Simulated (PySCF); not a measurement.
# GeH7PSi: the cost of one run

Programs: PySCF 2.14.0, with density-fitted response routines of our own. Each step states its level of theory. These are calculated values for one molecule in the gas phase, unless marked as measured. Atoms are numbered from 0 throughout.

### Step 1. The molecule as given

10 atoms, charge 0, multiplicity 1; geometry from: GFN2-xTB. The atoms were then displaced at random by about 0.01 Å, so the start is not that level's minimum.

Bonds of the start (Å): Si0–Ge1 2.36, Ge1–P2 2.33, Si0–H3 1.46, Si0–H4 1.48, Si0–H5 1.47, Ge1–H6 1.52, Ge1–H7 1.52, P2–H8 1.38, P2–H9 1.41.

### Step 2. Optimising the geometry at PBE0-D3(BJ)/def2-SVP

Job settings and geometry (Å):

```
{"job": {"xc": "PBE0", "basis": "def2-SVP", "d3": "d3bj", "grid": 1, "shake": 0.01, "kind": "geom"}, "charge": 0, "multiplicity": 1}
Si     1.709600     0.678020     0.086060
Ge    -0.193530    -0.670590    -0.273410
P     -2.287280     0.341550    -0.351670
H      2.940130    -0.102030     0.072720
H      1.775890     1.702300    -0.986500
H      1.586510     1.391800     1.370370
H     -0.233000    -1.852920     0.686280
H     -0.075770    -1.400530    -1.600010
H     -2.946980    -0.823300    -0.027630
H     -2.225130     0.714780     1.002750
```

The run is started by

```sh
> OMP_NUM_THREADS=1 python probes_run.py task.json out
```

The driver reads the jobs from task.json and runs them one after another.

**Question.** How long does this first job take on 1 thread of Arm Neoverse V1, shared host, and how much memory does it need?

About 30 s, with a peak of 0.42 GiB.
